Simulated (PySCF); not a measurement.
# C3H6BFSe: the cost of one run

Programs: PySCF 2.14.0, with routines of our own; each step states its level. All values are computed. Atoms count from 0.

## 1. The system as given

12 atoms, charge 0, multiplicity 1; geometry from: GFN2-xTB.

## 2. Geometry optimisation at PBE0-D3(BJ)/def2-SVP

What the job is given:

```
{"job": {"xc": "PBE0", "basis": "def2-SVP", "d3": "d3bj", "grid": 1, "maxiter": 30, "shake": 0.01, "kind": "geom"}, "charge": 0, "multiplicity": 1}
B      1.585080    -0.172280     0.690920
C      0.527150    -0.819850    -0.266890
C     -0.505710     0.061230    -0.995850
C     -1.248350     0.566290     0.207410
F     -1.060710     1.859940     0.507670
Se    -0.410110    -0.666440     1.528320
H      1.700150     1.014910     0.706110
H      2.358060    -0.839810     1.215410
H      0.606850    -1.835840    -0.594090
H     -0.020200     0.881740    -1.522980
H     -1.132470    -0.498660    -1.663690
H     -2.360050     0.420500     0.178650
```

On the command line:

```console
$ OMP_NUM_THREADS=1 python heavy_run.py task.json out
```

This one command runs all jobs of the session in turn.

**Question.** How long does this first job take on 1 thread of Arm Neoverse V2, shared host, and how much memory does it need?

About 85 s, with a peak of 0.51 GiB.
